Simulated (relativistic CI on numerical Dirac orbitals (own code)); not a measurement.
# Co: the cost of one run

Program: relativistic CI on numerical Dirac orbitals (own code) version 3. Level of theory: charge-transfer multiplet model of a cubic metal-ligand cluster with up to 2 ligand holes, Slater and spin-orbit integrals from Dirac-Coulomb-Breit ions, Slater integrals scaled by 0.9. These are calculated values, not measurements, unless marked.

**1. What is computed**

```
ion                  : Co⁴⁺ (Co V)
nuclear charge       : 27
electrons            : 23
d electrons          : 5
ligand holes at most : 2
parameters           : in eV; Veg, Vt2g hoppings, tenDq and tenDqL metal and ligand splittings (negative tenDq: tetrahedral), red the scaling of hopping with a core hole
temperature          : 20 K
widths               : Lorentz 0.4 eV, Gauss 0.3 eV
```

**2. Veg = 1.45 eV**

The run's settings:

```ini
cluster ion=Co4+ d5 ligand_holes=2 slater_scale=0.9
Delta=1.2 Udd=6.8 Upd=8.3 tenDq=1.3 tenDqL=0.5 Veg=1.45 Vt2g=-0.73 red=1
spectrum xas L2,3 T=20 lorentz=0.4 gauss=0.3
```

On the command line:

```
python run_levels.py task.json out
```

The settings of every run stand in task.json; they run in order.

Q: Estimate wall time and peak memory on 1 thread of AMD EPYC 9R45, shared host.

About 3.7 s, with a peak of 0.22 GiB.
